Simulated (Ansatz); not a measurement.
**C2H6BClGe: up Jacob's ladder to CCSD(T)**

The task here is to estimate one member of a computed series from the others.

Program: Ansatz 0.2.0, Gaussian basis. Level of theory: functionals in def2-TZVPP, the program's frozen cores in correlated methods. These are calculated values, not measurements.

Levels to be run: LDA (SPW92), PBE-D4, revPBE-D4, BLYP-D4, r2SCAN-D4, B97M-V, PBE0-D4, B3LYP-D4, r2SCANh-D4, r2SCAN0-D4, HSE06-D4, BHLYP-D4, CAM-B3LYP-D4, LC-ωPBE, ωB97X-V, ωB97M-V, B2PLYP, PBE-QIDH; CCSD(T)/def2-SVP; CCSD(T)/def2-TZVPP; MP2/def2-QZVPP; extrapolation to the limit; RPA on PBE.

## Structure used throughout

All runs share one geometry, relaxed beforehand with PBE0-D4 in a triple-zeta def2 set.

11 atoms, charge 0, spin multiplicity 1.

Atoms are counted from 1 here; the program's logs count them from 0.

Bond lengths: Cl1–C2 1.866 Å, C2–B3 1.576 Å, C2–C5 1.515 Å, C2–H6 1.089 Å, B3–Ge4 2.083 Å, B3–H7 1.189 Å, Ge4–C5 2.014 Å, Ge4–H8 1.539 Å, Ge4–H9 1.542 Å, C5–H10 1.095 Å, C5–H11 1.090 Å. Angles: Cl1–C2–B3 74.4°, Cl1–C2–C5 108.8°, Cl1–C2–H6 105.6°, B3–C2–C5 106.4°, B3–C2–H6 128.1°, C5–C2–H6 121.3°, C2–B3–Ge4 87.3°, C2–B3–H7 128.7°, Ge4–B3–H7 142.7°, B3–Ge4–C5 74.3°, B3–Ge4–H8 122.2°, B3–Ge4–H9 120.2°, C5–Ge4–H8 116.5°, C5–Ge4–H9 111.0°, H8–Ge4–H9 108.3°, C2–C5–Ge4 91.5°, C2–C5–H10 107.9°, C2–C5–H11 116.1° and more.

Set-up of the first run:

in.yaml

```yaml
crystal:
  periodic: [false, false, false]
  atoms:
    - {symbol: Cl, position_ang: [1.404158, 0.392553, 1.574623]}
    - {symbol: C, position_ang: [-0.094234, 0.949684, 0.612482]}
    - {symbol: B, position_ang: [-0.477347, -0.454670, 1.216421]}
    - {symbol: Ge, position_ang: [-0.022340, -1.269256, -0.645748]}
    - {symbol: C, position_ang: [0.161917, 0.724479, -0.863284]}
    - {symbol: H, position_ang: [-0.341157, 1.937054, 0.999328]}
    - {symbol: H, position_ang: [-1.014643, -0.697564, 2.249057]}
    - {symbol: H, position_ang: [1.246507, -2.106154, -0.887109]}
    - {symbol: H, position_ang: [-1.145695, -1.821882, -1.546539]}
    - {symbol: H, position_ang: [-0.708079, 1.094554, -1.415902]}
    - {symbol: H, position_ang: [1.056213, 1.194201, -1.272730]}
basis:
  gaussian: {orbitals: def2-TZVPP}
hamiltonian: {xc: lda}
output: {orbitals: {seedname: orbitals}}
```

Among the steps run: LDA; PBE-D4 (GGA); revPBE-D4 (GGA); BLYP-D4 (GGA); r2SCAN-D4 (meta-GGA); B97M-V (meta-GGA); PBE0-D4 (hybrid); B3LYP-D4 (hybrid); r2SCANh-D4 (hybrid); r2SCAN0-D4 (hybrid); HSE06-D4 (hybrid); BHLYP-D4 (hybrid); CAM-B3LYP-D4 (range-separated); LC-ωPBE (range-separated); ωB97X-V (range-separated); ωB97M-V (range-separated); B2PLYP (double hybrid); PBE-QIDH (double hybrid).

One table of the session follows, with a row left open; its other results are not shown here.

It belongs to the step «Frontier levels by functional». 

| functional | HOMO (eV) | gap (eV) |
| --- | --- | --- |
| LDA (SPW92) | -6.33 | 4.40 |
| PBE-D4 | -6.20 | 4.50 |
| revPBE-D4 | -6.15 | 4.54 |
| BLYP-D4 | -6.08 | 4.51 |
| r2SCAN-D4 | -6.46 | 5.05 |
| B97M-V | -6.52 | 5.11 |
| PBE0-D4 | -7.33 | 6.67 |
| B3LYP-D4 | -7.15 | 6.24 |
| r2SCANh-D4 | -6.87 | 5.84 |
| r2SCAN0-D4 | -7.50 | 7.00 |
| HSE06-D4 | -6.94 | 5.89 |
| BHLYP-D4 | -8.38 | 8.76 |
| CAM-B3LYP-D4 | -8.65 | 9.09 |
| LC-ωPBE | -9.96 | 11.61 |
| ωB97X-V | -9.63 | 11.13 |
| ωB97M-V | ? | ? |

**Question.** Estimate the row for ωB97M-V.

As computed: HOMO (eV): -9.46; gap (eV): 10.71. In the column «HOMO (eV)» it lies between ωB97X-V (-9.63) and CAM-B3LYP-D4 (-8.65).
